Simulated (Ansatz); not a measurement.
# C₂H₈OSi₂: up Jacob's ladder to CCSD(T)

How much do the methods differ for C₂H₈OSi₂? The plan is to run it at one geometry with functionals of several rungs and with coupled cluster, and see how far each lands from CCSD(T) at the basis-set limit for the atomisation energy.

Method: functionals in def2-TZVPP, the program's frozen cores in correlated methods; program: Ansatz 0.2.0, Gaussian basis.

Plan: PBE-D4, r2SCAN-D4, PBE0-D4, B3LYP-D4, ωB97X-V, ωB97M-V, B2PLYP; CCSD(T)/def2-TZVPP; MP2/def2-QZVPP; extrapolation to the limit.

### Step 1. Structure used throughout

All runs share one geometry, relaxed beforehand with PBE0-D4 in a triple-zeta def2 set.

SMILES `O/C=C/[SiH2][SiH3]`, 13 atoms, charge 0, spin multiplicity 1.

Atoms are counted from 1 here; the program's logs count them from 0.

Bond lengths: O1–C2 1.352 Å, O1–H6 0.960 Å, C2–C3 1.332 Å, C2–H7 1.089 Å, C3–Si4 1.845 Å, C3–H8 1.088 Å, Si4–Si5 2.343 Å, Si4–H9 1.492 Å, Si4–H10 1.491 Å, Si5–H11 1.490 Å, Si5–H12 1.489 Å, Si5–H13 1.489 Å. Angles: C2–O1–H6 109.9°, O1–C2–C3 122.7°, O1–C2–H7 115.5°, C3–C2–H7 121.8°, C2–C3–Si4 121.8°, C2–C3–H8 117.5°, Si4–C3–H8 120.7°, C3–Si4–Si5 111.3°, C3–Si4–H9 108.4°, C3–Si4–H10 111.6°, Si5–Si4–H9 109.3°, Si5–Si4–H10 108.1°, H9–Si4–H10 108.1°, Si4–Si5–H11 110.3°, Si4–Si5–H12 110.4°, Si4–Si5–H13 111.3°, H11–Si5–H12 108.1°, H11–Si5–H13 108.2° and more.

### Step 2. PBE-D4 (GGA)

Contents of in.yaml:

```yaml
crystal:
  periodic: [false, false, false]
  atoms:
    - {symbol: O, position_ang: [-3.180714, 0.228962, 0.270555]}
    - {symbol: C, position_ang: [-1.897807, 0.037551, 0.650119]}
    - {symbol: C, position_ang: [-0.982260, -0.497902, -0.154926]}
    - {symbol: Si, position_ang: [0.772640, -0.709961, 0.373533]}
    - {symbol: Si, position_ang: [2.222480, 0.568100, -0.951145]}
    - {symbol: H, position_ang: [-3.680941, 0.615268, 0.992952]}
    - {symbol: H, position_ang: [-1.657337, 0.351376, 1.664870]}
    - {symbol: H, position_ang: [-1.300057, -0.785134, -1.154757]}
    - {symbol: H, position_ang: [0.892856, -0.274885, 1.795435]}
    - {symbol: H, position_ang: [1.202848, -2.135473, 0.287870]}
    - {symbol: H, position_ang: [2.049505, 0.220699, -2.389252]}
    - {symbol: H, position_ang: [1.933534, 2.019448, -0.787069]}
    - {symbol: H, position_ang: [3.645553, 0.327250, -0.583485]}
basis:
  gaussian: {orbitals: def2-TZVPP}
hamiltonian: {xc: pbe, dispersion: d4}
output: {forces: true, orbitals: {seedname: orbitals}}
```

Command:

```
$ ansatz run in.yaml --threads 4 --pin off --events-out ev --progress --plain --max-ram 10444MiB
```

After this run come: r2SCAN-D4 (meta-GGA); PBE0-D4 (hybrid); B3LYP-D4 (hybrid); ωB97X-V (range-separated); ωB97M-V (range-separated); B2PLYP (double hybrid); CCSD(T) in def2-TZVPP; MP2 in def2-QZVPP.

**Question.** What will the summary of the whole plan be? Wanted: atomisation energy, CCSD(T)/CBS; farthest; mean size of error, hybrid; mean size of error, range-separated; gap, smallest and largest; T1 diagnostic; triples share of the correlation energy.

**Answer**, as computed:

```
                               quantity                                           value
        atomisation energy, CCSD(T)/CBS                                   4563.2 kJ/mol
 functionals within 22.8 kJ/mol (0.5 %)  r2SCAN-D4, PBE0-D4, B3LYP-D4, ωB97X-V, ωB97M-V
                               farthest                           B2PLYP (-58.7 kJ/mol)
             mean size of error, hybrid                                      6.6 kJ/mol
    mean size of error, range-separated                                     11.7 kJ/mol
              gap, smallest and largest            4.70 eV (PBE-D4), 11.12 eV (ωB97X-V)
                          T1 diagnostic                                          0.0132
triples share of the correlation energy                                           3.9 %
```

PBE-D4 is off by +53.3 kJ/mol. Double hybrids carry the basis error of their MP2 part in triple zeta, and no dispersion term here, so their miss is partly the set-up's. The reference freezes the cores and leaves out relativity and excitations past (T), so misses under about 22.8 kJ/mol can't be ranked. Hartree-Fock recovers 74 % of the binding; the rest is correlation. The gap grows from 4.7 to 11.1 eV across the functionals, mostly with the share of exact exchange.
